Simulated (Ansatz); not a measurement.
# Ge (Germanium): the cost of one run

Method: DFT PBEsol, frozen-core PAW and all-electron LAPW, scalar-relativistic unless said, in Ansatz 0.2.0.

1 further run of the same task is left out (it didn't finish).

## Step 1: Starting point

It takes space group Fd-3m (No. 227, cubic). The conventional cell has a = 5.658 Å, b = 5.658 Å, c = 5.658 Å, α = 90.00°, β = 90.00°, γ = 90.00°. Around Ge (site symmetry -43m) lie 4 Ge at 2.45 Å.

Structure file:

```xyz
2
Lattice="0.0000 2.8289 2.8289 2.8289 0.0000 2.8289 2.8289 2.8289 0.0000" Properties=species:S:1:pos:R:3 pbc="T T T"
Ge    2.8289    2.8289    2.8289
Ge    4.2434    4.2434    4.2434
```

Cartesian axes are those of the input's lattice vectors. The structure goes back to a database entry.

## Step 2: Cell and atoms relaxed, PAW

File input.yaml:

```yaml
crystal:
  lattice:
    - [0.0, 2.82891, 2.82891]
    - [2.82891, 0.0, 2.82891]
    - [2.82891, 2.82891, 0.0]
  atoms:
    - { symbol: Ge, position: [0.5, 0.5, 0.5] }
    - { symbol: Ge, position: [0.75, 0.75, 0.75] }
kpoints:
  mp_grid: { grid: [12, 12, 12] }
scf:
  occupations: { method: fermi_dirac, width: 0.08 }
hamiltonian:
  xc: pbesol
  pseudopotentials: { kind: paw }
relax:
  f_tol: 0.002
  max_steps: 80
  cell: {}
output:
  forces: true
  stress: true
```

The run is started by

```bash
$ ansatz run input.yaml --threads 1 --pin off --max-ram 3072MiB --backend cpu --events-out ev --progress --plain --runs-dir out
```

Q: Estimate wall time and peak memory on 1 thread of Intel Xeon Platinum 8375C at 2.90GHz (Ice Lake), shared host.

About 10 s, with a peak of 0.4 GiB.
